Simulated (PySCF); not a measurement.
# WO₂H: doublet, from a trigonal pyramidal start

Aim: relax WO₂H as a doublet from a trigonal pyramidal start, check by its vibrations whether the end is a minimum, and collect its spectrum and constants.

The runs use PySCF 2.14.0; PBE0, basis W def2-TZVP with ECP60, O def2-TZVP, H def2-TZVP, scalar-relativistic core potentials, no spin–orbit coupling, density fitting.

## Step 1: Starting geometry

4 atoms, charge 0, spin multiplicity 2.

Bond lengths: W1–O2 1.770 Å, W1–O3 1.770 Å, W1–H4 1.690 Å. Angles: O2–W1–O3 99.7°, O2–W1–H4 99.8°, O3–W1–H4 99.8°.

Coordinates in bohr (charge 0 multiplicity 2):
```
W     0.0000    0.0000    0.0000
O    -1.4766    2.5576    1.5704
O    -1.4766   -2.5576    1.5704
H     2.8198    0.0000    1.4993
```

## Step 2: The SCF at the typed geometry

The steps below are one call of a driver around PySCF. For each, scf.py gives the equivalent set-up of the SCF; relaxations use the driver's own optimiser. After this first run the driver tries any further starts and a stability analysis.

scf.py

```python
from pyscf import gto, scf, dft
mol = gto.M(atom='''
W      0.000000     0.000000     0.000000
O     -0.781400     1.353400     0.831000
O     -0.781400    -1.353400     0.831000
H      1.492200     0.000000     0.793400''',
    basis={'W': 'def2-TZVP', 'O': 'def2-TZVP', 'H': 'def2-TZVP'},
    ecp={'W': 'def2-TZVP'},
    charge=0, spin=1)
mf = dft.UKS(mol, xc='PBE0')
mf.grids.atom_grid = (50, 194)
aux = {'W': 'def2-universal-JKFIT', 'O': 'def2-universal-JKFIT', 'H': 'def2-universal-JKFIT'}
mf = mf.density_fit(auxbasis=aux)
mf.conv_tol = 1e-08
mf.diis_space = 10
mf.max_cycle = 60
mf.init_guess = 'minao'
mf.verbose = 4
mf.kernel()
```

Launch:

```console
$ OMP_NUM_THREADS=4 python axn.py task.json out
```

What it wrote:

```text
init E= -198.123194373912
[... the frontier-level lines of each cycle are left out ...]
cycle= 1 E= -217.346537040019  delta_E= -19.2  |g|= 1.28  |ddm|= 5.69
cycle= 2 E= -204.287712654417  delta_E= 13.1  |g|= 4.77  |ddm|= 3.67
cycle= 3 E= -218.032194105126  delta_E= -13.7  |g|= 0.225  |ddm|= 3.23
cycle= 4 E= -218.046369623972  delta_E= -0.0142  |g|= 0.12  |ddm|= 0.265
cycle= 5 E= -218.051620047659  delta_E= -0.00525  |g|= 0.0582  |ddm|= 0.083
cycle= 6 E= -218.05287177803  delta_E= -0.00125  |g|= 0.0294  |ddm|= 0.0322
cycle= 7 E= -218.05340025758  delta_E= -0.000528  |g|= 0.00561  |ddm|= 0.0425
cycle= 8 E= -218.053477318875  delta_E= -7.71e-05  |g|= 0.00241  |ddm|= 0.0199
cycle= 9 E= -218.053516737044  delta_E= -3.94e-05  |g|= 0.00186  |ddm|= 0.0166
cycle= 10 E= -218.053539566499  delta_E= -2.28e-05  |g|= 0.000877  |ddm|= 0.0179
cycle= 11 E= -218.053543367955  delta_E= -3.8e-06  |g|= 0.000315  |ddm|= 0.00885
cycle= 12 E= -218.053543557009  delta_E= -1.89e-07  |g|= 9.6e-05  |ddm|= 0.00133
cycle= 13 E= -218.05354360737  delta_E= -5.04e-08  |g|= 3.66e-05  |ddm|= 0.000634
cycle= 14 E= -218.053543613749  delta_E= -6.38e-09  |g|= 1.81e-05  |ddm|= 0.0002
Extra cycle  E= -218.053543614134  delta_E= -3.85e-10  |g|= 3.63e-05  |ddm|= 4.38e-05
converged SCF energy = -218.053543614134  <S^2> = 0.75585698  2S+1 = 2.0058484
```

This step, with its further starts and checks, needed 9.6 s of wall time on 4 threads of Arm Neoverse V2, shared host.

The starts that the driver tried:

| start | energy (Eh) |
| --- | --- |
| the minimal-basis guess | -218.053544 |
| a thermally smeared density | -218.053544 |
| a smeared PBE density | -218.053544 |

No lower solution of this spin turned up from the other starts or in the test of internal stability.

## Step 3: Trigonal pyramidal start, doublet: relaxation

The program finds Cs symmetry in the start, which this walk keeps. The walk stops when the largest gradient is under 0.0003 Eh/bohr and the energy has settled too.

scf.py: that of step 2 with these lines changed.

```diff
@@ -3,4 +3,4 @@
-W      0.000000     0.000000     0.000000
-O     -0.781400     1.353400     0.831000
-O     -0.781400    -1.353400     0.831000
-H      1.492200     0.000000     0.793400''',
+W      0.108288     0.000000    -0.126220
+O     -0.673112     1.353400     0.704780
+O     -0.673112    -1.353400     0.704780
+H      1.600488     0.000000     0.667180''',
@@ -17 +16,0 @@
-mf.init_guess = 'minao'
```

The optimiser's trace:

| step | energy (Eh) | change (kJ/mol) | largest symmetric gradient (Eh/bohr) |
| --- | --- | --- | --- |
| 0 | -218.053544 | 0.00 | 0.11118 |
| 1 | -218.073907 | -53.46 | 0.03132 |
| 2 | -218.076531 | -60.35 | 0.01066 |
| 3 | -218.077053 | -61.72 | 0.00498 |
| 4 | -218.077157 | -62.00 | 0.00085 |
| 5 | -218.077160 | -62.00 | 0.00020 |

The walk took 11 s.

Geometry (Å) and forces (eV/Å) at some steps:

```
step 0
W    0.108   0.000  -0.126  -4.625   0.000   5.717
O   -0.673   1.353   0.705   2.044  -2.392  -2.718
O   -0.673  -1.353   0.705   2.044   2.392  -2.718
H    1.600   0.000   0.667   0.537   0.000  -0.281
step 1
W    0.039   0.000  -0.001   1.611   0.000  -1.047
O   -0.648   1.375   0.651  -0.975   1.345   0.596
O   -0.648  -1.375   0.651  -0.975  -1.345   0.596
H    1.619   0.000   0.649   0.339   0.000  -0.145
step 3
W    0.068   0.000   0.045  -0.223   0.000   0.256
O   -0.699   1.394   0.639   0.069  -0.174  -0.114
O   -0.699  -1.394   0.639   0.069   0.174  -0.114
H    1.693   0.000   0.627   0.085   0.000  -0.029
step 5
W    0.071   0.000   0.062   0.002   0.001   0.010
O   -0.711   1.391   0.634   0.003  -0.001  -0.003
O   -0.711  -1.391   0.634   0.002   0.000  -0.002
H    1.713   0.000   0.621  -0.007   0.000  -0.005
```

It settles in Cs symmetry, 62.0 kJ/mol below the start, after 5 steps: W–H 1.734 Å, W–O 1.695 Å (×2); H–W–O 109.1° (×2), O–W–O 110.3°.

## Step 4: Vibrations and properties at this point

The point is checked on the finer grid, and tightened if its gradient asks for it. The Hessian and the dipole derivatives come from central differences of analytic gradients, with steps of 0.02 bohr.

scf.py: that of step 3 with these lines changed.

```diff
@@ -3,4 +3,4 @@
-W      0.108288     0.000000    -0.126220
-O     -0.673112     1.353400     0.704780
-O     -0.673112    -1.353400     0.704780
-H      1.600488     0.000000     0.667180''',
+W      0.107800     0.000000    -0.085859
+O     -0.674127     1.391626     0.484962
+O     -0.674127    -1.391626     0.484962
+H      1.749816     0.000000     0.471477''',
@@ -11 +11 @@
-mf.grids.atom_grid = (50, 194)
+mf.grids.atom_grid = (75, 302)
@@ -14 +14 @@
-mf.conv_tol = 1e-08
+mf.conv_tol = 1e-10
```

This SCF starts from the last density.

SCF at the final geometry:

```text
init E= -218.077157855558
[... the frontier-level lines of each cycle are left out ...]
cycle= 1 E= -218.077157854886  delta_E= 6.72e-10  |g|= 4.43e-05  |ddm|= 2.76e-05
cycle= 2 E= -218.077157848054  delta_E= 6.83e-09  |g|= 0.000141  |ddm|= 8.58e-05
cycle= 3 E= -218.077157855641  delta_E= -7.59e-09  |g|= 9.24e-07  |ddm|= 6.53e-05
cycle= 4 E= -218.077157855641  delta_E= -2.27e-13  |g|= 4.47e-07  |ddm|= 9.18e-07
Extra cycle  E= -218.077157855641  delta_E= 7.96e-13  |g|= 1.08e-06  |ddm|= 1.67e-06
converged SCF energy = -218.077157855641  <S^2> = 0.75595238  2S+1 = 2.0059435
```

The whole step took 50 s.

Geometry: Cs; W–H 1.734 Å, W–O 1.695 Å (×2); H–W–O 109.2° (×2), O–W–O 110.3°.

Harmonic modes (main isotopes):

```json
{"symmetry": "a'", "ω (cm⁻¹)": "332", "IR (km/mol)": "5.5"}
{"symmetry": "a'", "ω (cm⁻¹)": "475", "IR (km/mol)": "22.0"}
{"symmetry": "a''", "ω (cm⁻¹)": "662", "IR (km/mol)": "2.1"}
{"symmetry": "a''", "ω (cm⁻¹)": "1015", "IR (km/mol)": "208"}
{"symmetry": "a'", "ω (cm⁻¹)": "1066", "IR (km/mol)": "65.3"}
{"symmetry": "a'", "ω (cm⁻¹)": "1981", "IR (km/mol)": "121"}
```

Every mode is real; the point is a minimum.

Properties at this point:

```
Dipole moment                                                   : 3.53 D
Highest occupied level                                          : -7.15 eV
Lowest empty level                                              : -3.46 eV
Rotational constants                                            : 0.584, 0.264, 0.1896 cm⁻¹
Zero-point energy                                               : 33.1 kJ/mol
Principal polarisabilities                                      : 41.8, 44.7, 47.5 bohr³
Atomisation energy without zero-point energy                    : 1651 kJ/mol
Principal traceless quadrupole moments about the centre of mass : -4.96, 0.76, 4.21 D Å
Entropy at 298.15 K and 1 bar (electronic part: spin only)      : 290.6 J/(mol K)
Heat capacity Cp at 298.15 K                                    : 52.1 J/(mol K)
Enthalpy at 298.15 K above 0 K                                  : 12.06 kJ/mol
Rotational symmetry number                                      : 1
Spin squared ⟨S²⟩                                               : 0.756
```

Charges (e) and bond orders:

```tsv
atom	Mulliken	Löwdin	polar tensor	spin (Mulliken)	Mayer order to W1
W1	1.00	0.66	1.48	1.08	–
O2,3	-0.45	-0.28	-0.65	-0.03	2.15
H4	-0.09	-0.11	-0.18	-0.01	0.98
```

Mulliken populations on W1 (outside its core potential): s 2.72, p 6.41, d 3.75, f 0.12.

## Step 5: Results

```
                                          quantity                                                            value
                                           minimum                                                      doublet, Cs
                                          geometry   W–H 1.734 Å, W–O 1.695 Å (×2); H–W–O 109.2° (×2), O–W–O 110.3°
                                wavenumbers (cm⁻¹)  332 (a'), 475 (a'), 662 (a''), 1015 (a''), 1066 (a'), 1981 (a')
                                     dipole moment                                                           3.53 D
highest occupied, lowest empty level (either spin)                                                  -7.15, -3.46 eV
                         polar-tensor charge of W1                                                          +1.48 e
                                 zero-point energy                                                      33.1 kJ/mol
                               entropy at 298.15 K                                                  290.6 J/(mol K)
         atomisation energy (no zero-point energy)                                                      1651 kJ/mol
                                              ⟨S²⟩                                                            0.756
```

In words: The molecule stays Cs, as typed, and the end point is a minimum. The strongest infrared band lies at 1015 cm⁻¹ (a'', stretch). Most of the spin sits on W1 (Mulliken spin 1.08, against 1 for the whole molecule). Other starts or spin states, not run here, may lie lower. Open d and f shells are described by one determinant, and the ground state may have another occupation or spin. With an element this heavy the missing spin–orbit coupling can shift these numbers.

The search up to here took 71 s.
